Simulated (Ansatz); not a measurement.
# As2Se: tests of the settings

One table from this session's results is given with a row withheld; the runs are named, their logs left out.

Program: Ansatz 0.2.0. Level of theory: DFT PBEsol, scalar-relativistic, plane waves, PAW for the base; runs at other levels say so in their headings and inputs. These are calculated values, not measurements.

1 further run of the same task is left out (set aside as unsound or not needed).

**Starting point**

The structure is tetragonal, space group I4_1/amd (No. 141). The conventional cell has a = 7.059 Å, b = 7.059 Å, c = 5.307 Å, α = 90.00°, β = 90.00°, γ = 90.00°. Around As (site symmetry 2/m) lie 2 Se at 2.66 Å and 4 As at 2.83 Å. Se (site symmetry -4m2) has 4 As at 2.66 Å as nearest neighbours.

Structure file:

```cif
data_structure
_symmetry_space_group_name_H-M 'I4_1/amd:1'
_symmetry_Int_Tables_number 141
_cell_length_a 7.0588
_cell_length_b 7.0588
_cell_length_c 5.3071
_cell_angle_alpha 90.000
_cell_angle_beta 90.000
_cell_angle_gamma 90.000
_cell_volume 264.44
loop_
_atom_site_label
_atom_site_type_symbol
_atom_site_symmetry_multiplicity
_atom_site_Wyckoff_symbol
_atom_site_fract_x
_atom_site_fract_y
_atom_site_fract_z
_atom_site_occupancy
As1 As 8 c 0.00000 0.75000 0.12500 1
Se1 Se 4 b 0.00000 0.00000 0.50000 1
```

The structure comes from the Materials Project (structure only); it is used as listed.

**The base input**

File input.yaml:

```yaml
crystal:
  lattice:
    - [-3.529418, 3.529418, 2.653571]
    - [3.529418, -3.529418, 2.653571]
    - [3.529418, 3.529418, -2.653571]
  atoms:
    - { symbol: As, position: [0.875, 0.125, 0.75] }
    - { symbol: As, position: [0.375, 0.125, 0.25] }
    - { symbol: As, position: [0.875, 0.625, 0.75] }
    - { symbol: As, position: [0.875, 0.125, 0.25] }
    - { symbol: Se, position: [0.5, 0.5, 0.0] }
    - { symbol: Se, position: [0.25, 0.75, 0.5] }
basis:
  ecutwfc: 420
kpoints:
  mp_grid: { grid: [8, 8, 8] }
hamiltonian:
  xc: pbesol
scf:
  occupations: { method: gaussian, width: 0.1 }
output:
  forces: true
  stress: true
  eigenvalues: true
  populations: true
  write_density: true
  write_potential: true
  elf: true
  volumetric_format: npy
```

Its results, from an earlier run: -5016.6918 eV/atom at zero smearing, pressure -3.47 GPa, largest force 0.000 eV/Å, no gap on the mesh, in 7 SCF cycles and 16 s.

Set-up of the first run:

File input.yaml:

```yaml
crystal:
  lattice:
    - [-3.529418, 3.529418, 2.653571]
    - [3.529418, -3.529418, 2.653571]
    - [3.529418, 3.529418, -2.653571]
  atoms:
    - { symbol: As, position: [0.875, 0.125, 0.75] }
    - { symbol: As, position: [0.375, 0.125, 0.25] }
    - { symbol: As, position: [0.875, 0.625, 0.75] }
    - { symbol: As, position: [0.875, 0.125, 0.25] }
    - { symbol: Se, position: [0.5, 0.5, 0.0] }
    - { symbol: Se, position: [0.25, 0.75, 0.5] }
basis:
  ecutwfc: 420
kpoints:
  mp_grid: { grid: [8, 8, 8] }
hamiltonian:
  xc: lda
scf:
  occupations: { method: gaussian, width: 0.1 }
output:
  forces: true
  stress: true
  eigenvalues: true
relax:
  adjacent_minimum: "off"
  f_tol: 0.01
  max_steps: 60
  cell: { stress_tol: 0.05 }
```

Run with:

```bash
$ ansatz run input.yaml --threads 1 --pin off --max-ram 2560MiB --backend cpu --events-out ev --progress --plain --runs-dir out
```

Among the steps run: Relaxing with functional LDA; Relaxation, functional: PBEsol; Relaxation, functional: PBE; Relaxation, functional: r2SCAN.

One of the session's tables, all rows but one given; the rest of the session is left out.

It belongs to the step «What the functional of a full relaxation changes». 

```
functional  a (Å)  c (Å)  volume (Å³/atom)
       LDA  6.893  5.200             20.59
    PBEsol  6.940  5.231             21.00
       PBE      ?      ?                 ?
    r2SCAN  7.028  5.244             21.59
```

Q: Estimate the row for PBE from the others.

The run gave: a (Å): 7.080; c (Å): 5.279; volume (Å³/atom): 22.05. In the column «a (Å)» it is the highest.
